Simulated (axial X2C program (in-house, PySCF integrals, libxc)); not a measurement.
# HDyH: Ω levels from open-shell CI on f9 s1

Aim: the spin–orbit levels of HDyH that arise from the configuration f9 s1 of Dy, and how they move with the bond.

Computed with an in-house X2C program for linear molecules on PySCF integrals. Level: two-component X2C, average-of-configuration Hartree–Fock and CI in the open shells.

All values are calculated.

### Step 1. The job

The input, task.json:

```json
{
 "zs": [
  1,
  66,
  1
 ],
 "q": 0,
 "bas": [
  "dyall-v3z",
  "dyall-v3z",
  "dyall-v3z"
 ],
 "r0": 1.99,
 "metal": 1,
 "shells": [
  [
   3,
   [
    0,
    1,
    2,
    3
   ],
   9
  ],
  [
   0,
   [
    0
   ],
   1
  ]
 ],
 "fix": 0,
 "emax": 2.2,
 "nroots": 4
}
```

Keys: zs atomic numbers; q charge; bas basis sets; r0 starting distance in Å; metal index of the metal atom; shells open shells as [l, |m| values, electrons]; fix electron count of the first shell held; emax energy window in eV; nroots roots for each Ω.

Command:

```sh
$ python soci.py task.json out
```

Two-component X2C with atomic mean-field Coulomb and Gaunt terms, basis H dyall-v3z, Dy dyall-v3z (cores contracted in-house). Orbitals come from Hartree–Fock averaged over the configuration Dy f9 s1; CI then distributes these electrons over the f, s shells of Dy.

### Step 2. CI at H–Dy–H held linear, both bonds 2.085 Å

**Question.** What will these runs give? Wanted: lowest level of the model; next level; lowest curve, Re and ωe.

**Answer**, as computed:

```
                 quantity                          value
lowest level of the model  Ω = 8, g∥ = 21.92, 100% f9 s1
               next level         Ω = 7, 688 cm⁻¹ higher
  lowest curve, Re and ωe           2.087 Å, 1477.1 cm⁻¹
```

What this shows: In the lowest level ⟨Sz⟩ = 2.95 and ⟨Lz⟩ = 5.05; its leading determinant has weight 0.31 among 106. From 2.085 to 2.460 Å the gap from the lowest to the fifth level goes from 2448 to 2187 cm⁻¹. Without dynamic correlation distances can be off by several hundredths of an Å, and the wavenumbers are rough. There is no dynamic correlation: spin–orbit spacings and, for f shells, spacings inside one term are the most reliable numbers, splittings between terms come out too wide, and energies between configurations are not reliable, so the lowest level need not be the ground state of the molecule. At most 4 roots were kept for each Ω > 0 (twice that for Ω = 0) within 2.2 eV of the lowest, so higher up levels can be missing between those listed; levels with Ω > 0 are doubly degenerate and listed once, Ω = 0 levels singly. The molecule was held linear; bending was not examined.
